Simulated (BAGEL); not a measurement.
**GePNH6 (SMILES [NH2][GeH2][PH2]): levels of theory compared**

Aim: a comparison of 4 runs (B3LYP/6-31G*, B3LYP/def2-SVP, PBE0/def2-SVP, RI-MP2/def2-SVP) of GePNH6. 

Program for the calculation: BAGEL 1.2.2.

## (1) The system as given

GePNH6 has 9 atoms, charge 0, and is taken as a singlet. SMILES: `[NH2][GeH2][PH2]`. Geometry: a GFN2-xTB relaxation, a rough one for these elements and not checked as a minimum. This is one conformer, not always the lowest.

Bond lengths: N1–Ge2 1.816 Å, Ge2–P3 2.295 Å, N1–H4 1.009 Å, N1–H5 1.010 Å, Ge2–H6 1.509 Å, Ge2–H7 1.533 Å, P3–H8 1.390 Å, P3–H9 1.388 Å. Some angles: N1–Ge2–P3 106.2°, N1–Ge2–H6 104.2°, N1–Ge2–H7 112.6°, P3–Ge2–H6 113.1°, P3–Ge2–H7 115.4°, Ge2–N1–H4 117.5°, Ge2–N1–H5 117.3°, Ge2–P3–H8 92.9°, Ge2–P3–H9 93.3°, H6–Ge2–H7 105.0°.

## (2) The energy at B3LYP/6-31G(d) (density fitting with qzvpp-jkfit, spherical functions) (run 1)

File input.json:

```json
{ "bagel" : [

{
  "title" : "molecule",
  "basis" : "6-31gs.json",
  "df_basis" : "qzvpp-jkfit",
  "angstrom" : true,
  "geometry" : [
    { "atom" : "N", "xyz" : [   -1.094670,    0.696980,   -1.022650 ] },
    { "atom" : "Ge", "xyz" : [    0.290280,    0.532470,    0.139720 ] },
    { "atom" : "P", "xyz" : [   -0.110990,   -1.375970,    1.349300 ] },
    { "atom" : "H", "xyz" : [   -1.050930,    1.446670,   -1.697080 ] },
    { "atom" : "H", "xyz" : [   -1.404340,   -0.139740,   -1.495410 ] },
    { "atom" : "H", "xyz" : [    0.222060,    1.786980,    0.975440 ] },
    { "atom" : "H", "xyz" : [    1.654390,    0.593230,   -0.557450 ] },
    { "atom" : "H", "xyz" : [    0.364530,   -2.202110,    0.337370 ] },
    { "atom" : "H", "xyz" : [    1.129660,   -1.338510,    1.970750 ] }
  ]
},
{ "title" : "ks", "xc_func" : "b3lyp" },
{ "title" : "print", "file" : "orbitals.molden", "orbitals" : true }

]}
```

The basis set 6-31G* is read from a file made from the Basis Set Exchange's data (not shown).

On the command line:

```
$ BAGEL_NUM_THREADS=1 BAGEL input.json > input.out
```

The program printed:

```text
* using 1 threads per process

  ===============================================================
  ===============================================================

  *** Geometry ***

  { "atom" : "N", "xyz" : [     -2.068626,      1.317101,     -1.932528 ] },
  { "atom" : "Ge", "xyz" : [      0.548550,      1.006222,      0.264033 ] },
  { "atom" : "P", "xyz" : [     -0.209741,     -2.600206,      2.549807 ] },
  { "atom" : "H", "xyz" : [     -1.985970,      2.733810,     -3.207016 ] },
  { "atom" : "H", "xyz" : [     -2.653818,     -0.264070,     -2.825915 ] },
  { "atom" : "H", "xyz" : [      0.419633,      3.376903,      1.843314 ] },
  { "atom" : "H", "xyz" : [      3.126344,      1.121042,     -1.053428 ] },
  { "atom" : "H", "xyz" : [      0.688862,     -4.161385,      0.637537 ] },
  { "atom" : "H", "xyz" : [      2.134748,     -2.529417,      3.724178 ] },

  Number of auxiliary basis functions:      579

  Since a DF basis is specified, we compute 2- and 3-index integrals:
    o Being stored without compression. Storage requirement is 0.027 GB

  Number of basis functions:       76
  Number of electrons      :       60

    * METHOD: MOLECULE                             1.02

  *** Kohn-Sham DFT ***

    * Removing 15553 points whose weight is below 1.00e-10
    * Grid points: 118601

  === Nuclear Repulsion ===
   276.3906793577

       - DIIS with orbital gradients will be used.

  === KS iteration (b3lyp / 6-31gs.json) ===
      0      -2384.26285948          0.10635105           0.89
      1      -2185.74205357          0.20946740           1.06
      2      -2293.78437868          0.13182792           1.02
      3      -2341.21453122          0.14718667           0.97
      4      -2458.73384782          0.16629571           0.99
      5      -2470.55879488          0.10990026           0.99
[... 16 lines of this table left out ...]
     22      -2476.46563418          0.00000002           0.84
     23      -2476.46563418          0.00000001           0.78
    * SCF iteration converged.

    * Permanent dipole moment:
           (   -0.394189,     0.100623,     0.565636) a.u.

    * METHOD: KS                                  23.85

    * METHOD: PRINT                                0.01

  ===============================================================
```

Run time: 26 s. Hardware: 1 thread of Intel Xeon at 2.50GHz (Skylake/Cascade Lake), shared host; peak memory 0.48 GiB.

## (3) A single-point energy at B3LYP/def2-SVP (density fitting with qzvpp-jkfit) (run 2)

File dft.json:

```json
{ "bagel": [

{
  "title": "molecule",
  "basis": "svp",
  "df_basis": "qzvpp-jkfit",
  "angstrom": true,
  "geometry": [
    { "atom": "N", "xyz": [   -1.094670,    0.696980,   -1.022650 ] },
    { "atom": "Ge", "xyz": [    0.290280,    0.532470,    0.139720 ] },
    { "atom": "P", "xyz": [   -0.110990,   -1.375970,    1.349300 ] },
    { "atom": "H", "xyz": [   -1.050930,    1.446670,   -1.697080 ] },
    { "atom": "H", "xyz": [   -1.404340,   -0.139740,   -1.495410 ] },
    { "atom": "H", "xyz": [    0.222060,    1.786980,    0.975440 ] },
    { "atom": "H", "xyz": [    1.654390,    0.593230,   -0.557450 ] },
    { "atom": "H", "xyz": [    0.364530,   -2.202110,    0.337370 ] },
    { "atom": "H", "xyz": [    1.129660,   -1.338510,    1.970750 ] }
  ]
},
{ "title": "ks", "xc_func": "b3lyp" },
{ "title": "print", "file": "orbitals.molden", "orbitals": true }

]}
```

On the command line:

```
$ BAGEL_NUM_THREADS=1 BAGEL dft.json > dft.out
```

The program printed:

```text
* using 1 threads per process

  ===============================================================
  ===============================================================

  *** Geometry ***

  { "atom" : "N", "xyz" : [     -2.068626,      1.317101,     -1.932528 ] },
  { "atom" : "Ge", "xyz" : [      0.548550,      1.006222,      0.264033 ] },
  { "atom" : "P", "xyz" : [     -0.209741,     -2.600206,      2.549807 ] },
  { "atom" : "H", "xyz" : [     -1.985970,      2.733810,     -3.207016 ] },
  { "atom" : "H", "xyz" : [     -2.653818,     -0.264070,     -2.825915 ] },
  { "atom" : "H", "xyz" : [      0.419633,      3.376903,      1.843314 ] },
  { "atom" : "H", "xyz" : [      3.126344,      1.121042,     -1.053428 ] },
  { "atom" : "H", "xyz" : [      0.688862,     -4.161385,      0.637537 ] },
  { "atom" : "H", "xyz" : [      2.134748,     -2.529417,      3.724178 ] },

  Number of auxiliary basis functions:      579

  Since a DF basis is specified, we compute 2- and 3-index integrals:
    o Being stored without compression. Storage requirement is 0.041 GB

  Number of basis functions:       94
  Number of electrons      :       60

    * METHOD: MOLECULE                             0.84

  *** Kohn-Sham DFT ***

    * Removing 15553 points whose weight is below 1.00e-10
    * Grid points: 118601

  === Nuclear Repulsion ===
   276.3906793577

       - DIIS with orbital gradients will be used.

  === KS iteration (b3lyp / svp) ===
      0      -2398.52414899          0.08679660           1.09
      1      -2178.96214184          0.19348511           1.09
      2      -2370.81243598          0.11836291           1.15
      3      -2451.66974788          0.12000779           1.15
      4      -2466.02550651          0.08481382           1.10
      5      -2422.81380236          0.33199832           1.14
[... 17 lines of this table left out ...]
     23      -2476.37100171          0.00000002           1.10
     24      -2476.37100171          0.00000001           1.11
    * SCF iteration converged.

    * Permanent dipole moment:
           (   -0.287905,     0.129632,     0.511955) a.u.

    * METHOD: KS                                  29.96

    * METHOD: PRINT                                0.02

  ===============================================================
```

Run time: 32 s. Hardware: 1 thread of Intel Xeon at 2.50GHz (Skylake/Cascade Lake), shared host; peak memory 0.56 GiB.

Run 3 isn't shown in full; the table further down has it.

## (4) The energy at RI-MP2/def2-SVP (density fitting with qzvpp-jkfit) (run 4)

File input.json:

```json
{ "bagel": [

{
  "title": "molecule",
  "basis": "svp",
  "df_basis": "qzvpp-jkfit",
  "angstrom": "true",
  "geometry": [
    { "atom": "N", "xyz": [      -1.094670,       0.696980,      -1.022650 ] },
    { "atom": "Ge", "xyz": [       0.290280,       0.532470,       0.139720 ] },
    { "atom": "P", "xyz": [      -0.110990,      -1.375970,       1.349300 ] },
    { "atom": "H", "xyz": [      -1.050930,       1.446670,      -1.697080 ] },
    { "atom": "H", "xyz": [      -1.404340,      -0.139740,      -1.495410 ] },
    { "atom": "H", "xyz": [       0.222060,       1.786980,       0.975440 ] },
    { "atom": "H", "xyz": [       1.654390,       0.593230,      -0.557450 ] },
    { "atom": "H", "xyz": [       0.364530,      -2.202110,       0.337370 ] },
    { "atom": "H", "xyz": [       1.129660,      -1.338510,       1.970750 ] }
  ]
},

{ "title": "hf" },

{ "title": "mp2", "ncore": 15 }

]}
```

On the command line:

```
$ BAGEL_NUM_THREADS=1 BAGEL input.json > input.out
```

The program printed:

```text
* using 1 threads per process

  ===============================================================
  ===============================================================

  *** Geometry ***

  { "atom" : "N", "xyz" : [     -2.068626,      1.317101,     -1.932528 ] },
  { "atom" : "Ge", "xyz" : [      0.548550,      1.006222,      0.264033 ] },
  { "atom" : "P", "xyz" : [     -0.209741,     -2.600206,      2.549807 ] },
  { "atom" : "H", "xyz" : [     -1.985970,      2.733810,     -3.207016 ] },
  { "atom" : "H", "xyz" : [     -2.653818,     -0.264070,     -2.825915 ] },
  { "atom" : "H", "xyz" : [      0.419633,      3.376903,      1.843314 ] },
  { "atom" : "H", "xyz" : [      3.126344,      1.121042,     -1.053428 ] },
  { "atom" : "H", "xyz" : [      0.688862,     -4.161385,      0.637537 ] },
  { "atom" : "H", "xyz" : [      2.134748,     -2.529417,      3.724178 ] },

  Number of auxiliary basis functions:      579

  Since a DF basis is specified, we compute 2- and 3-index integrals:
    o Being stored without compression. Storage requirement is 0.041 GB

  Number of basis functions:       94
  Number of electrons      :       60

    * METHOD: MOLECULE                             0.71

  *** RHF ***

  === Nuclear Repulsion ===
   276.3906793577

      * DIIS with orbital gradients will be used.

  === RHF iteration (svp) ===
      0      -2473.48968957          0.01478366           0.23
      1      -2473.59200268          0.00907814           0.22
      2      -2473.63588569          0.00116714           0.23
      3      -2473.63742945          0.00019297           0.21
      4      -2473.63746842          0.00007631           0.23
      5      -2473.63747492          0.00002239           0.23
      6      -2473.63747564          0.00000519           0.18
      7      -2473.63747569          0.00000131           0.19
      8      -2473.63747570          0.00000040           0.19
      9      -2473.63747570          0.00000018           0.25
     10      -2473.63747570          0.00000006           0.28
     11      -2473.63747570          0.00000002           0.22
     12      -2473.63747570          0.00000001           0.26
    * SCF iteration converged.

    * Permanent dipole moment:
           (   -0.385863,     0.117217,     0.535079) a.u.

    * METHOD: HF                                   3.51

  *** RHF ***

  === Nuclear Repulsion ===
   276.3906793577

      * DIIS with orbital gradients will be used.

  === RHF iteration (svp) ===
      0      -2473.63747570          0.00000000           0.26
    * SCF iteration converged.

    * Permanent dipole moment:
           (   -0.385863,     0.117217,     0.535079) a.u.

  === DF-MP2 calculation ===

    * freezing 15 orbitals
    * 3-index integral transformation done
    * assembly done

      MP2 correlation energy:   -0.5310401621      0.14

      MP2 total energy:       -2474.1685158574

    * METHOD: MP2                                  0.72

  ===============================================================
```

It took 5.4 s on 1 thread of Intel Xeon at 2.50GHz (Skylake/Cascade Lake), shared host.

## (5) All runs side by side

| run | level | frozen core orbitals | energy (Eh) | dipole moment (D) | HOMO energy (eV) | LUMO energy (eV) | wall time |
| --- | --- | --- | --- | --- | --- | --- | --- |
| 1 | B3LYP/6-31G* (density fitting with qzvpp-jkfit, spherical functions) | – | -2476.465634 | 1.77 | -6.56 | 0.19 | 26 s |
| 2 | B3LYP/def2-SVP (density fitting with qzvpp-jkfit) | – | -2476.371002 | 1.53 | -6.64 | 0.34 | 32 s |
| 3 | PBE0/def2-SVP (density fitting with qzvpp-jkfit) | – | -2475.847192 | 1.66 | -6.94 | 0.54 | 28 s |
| 4 | RI-MP2/def2-SVP (density fitting with qzvpp-jkfit) | 15 | -2474.168516 | – | – | – | 5.4 s |

## (6) What came out

| quantity | value |
| --- | --- |
| run 4: total energy | -2474.16852 Eh |
| run 4: correlation energy (15 core orbitals frozen) | -531.0 mEh |

What this shows: Over runs 1, 2, 3 the dipole moment (its size) runs from 1.53 D (B3LYP/def2-SVP) to 1.77 D (B3LYP/6-31G*). Over runs 1, 2, 3 the HOMO–LUMO gap runs from 6.75 eV (B3LYP/6-31G*) to 7.48 eV (PBE0/def2-SVP). The two ends differ in method and basis. Totals of different functionals can't be ranked against each other. All runs together took 91 s, the longest 32 s.
